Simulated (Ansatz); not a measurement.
# Zr3Mo: the cost of one run

Method: DFT PBE, scalar-relativistic, plane waves, PAW, in Ansatz 0.2.0.

**1. The structure to begin with**

Symmetry: P6_3/mmc, No. 194, hexagonal system. The conventional cell has a = 5.700 Å, b = 5.700 Å, c = 4.575 Å, α = 90.00°, β = 90.00°, γ = 120.00°. Around Zr (site symmetry mm2) lie 4 Mo at 2.82 to 2.85 Å and 8 Zr at 2.82 to 2.86 Å. Mo (site symmetry -6m2) has 12 Zr at 2.82 to 2.85 Å as nearest neighbours.

Structure file:

```cif
data_structure
_symmetry_space_group_name_H-M 'P6_3/mmc'
_symmetry_Int_Tables_number 194
_cell_length_a 5.7002
_cell_length_b 5.7002
_cell_length_c 4.5753
_cell_angle_alpha 90.000
_cell_angle_beta 90.000
_cell_angle_gamma 120.000
_cell_volume 128.75
loop_
_atom_site_label
_atom_site_type_symbol
_atom_site_symmetry_multiplicity
_atom_site_Wyckoff_symbol
_atom_site_fract_x
_atom_site_fract_y
_atom_site_fract_z
_atom_site_occupancy
Zr1 Zr 6 h 0.83300 0.66600 0.25000 1
Mo1 Mo 2 c 0.33333 0.66667 0.25000 1
```

(A quick probe on a coarse mesh, which set the mesh and smearing, is not shown.)

**3. A loose first relaxation**

File input.yaml:

```yaml
crystal:
  lattice:
    - [5.7002048245, 0.0, 0.0]
    - [-2.8501024123, 4.9365221848, 0.0]
    - [0.0, 0.0, 4.5752938695]
  atoms:
    - { symbol: Zr, position: [0.833, 0.666, 0.25] }
    - { symbol: Zr, position: [0.167, 0.833, 0.75] }
    - { symbol: Zr, position: [0.334, 0.167, 0.25] }
    - { symbol: Zr, position: [0.167, 0.334, 0.75] }
    - { symbol: Zr, position: [0.833, 0.167, 0.25] }
    - { symbol: Zr, position: [0.666, 0.833, 0.75] }
    - { symbol: Mo, position: [0.3333333333, 0.6666666667, 0.25] }
    - { symbol: Mo, position: [0.6666666667, 0.3333333333, 0.75] }
basis:
  ecutwfc: 420
kpoints:
  mp_grid: { grid: [6, 6, 4] }
hamiltonian:
  xc: pbe
scf:
  occupations: { method: gaussian, width: 0.1 }
  lower_state_search: "off"
output:
  forces: true
  stress: true
  eigenvalues: true
relax:
  adjacent_minimum: "off"
  f_tol: 0.04
  max_steps: 70
  cell: { stress_tol: 0.4 }
```

The run is started by

```bash
> ansatz run input.yaml --threads 1 --pin off --max-ram 2560MiB --backend cpu --events-out ev --progress --plain --runs-dir out
```

Q: Estimate wall time and peak memory on 1 thread of Arm Neoverse V1, shared host.

About 78 s, with a peak of 0.52 GiB.
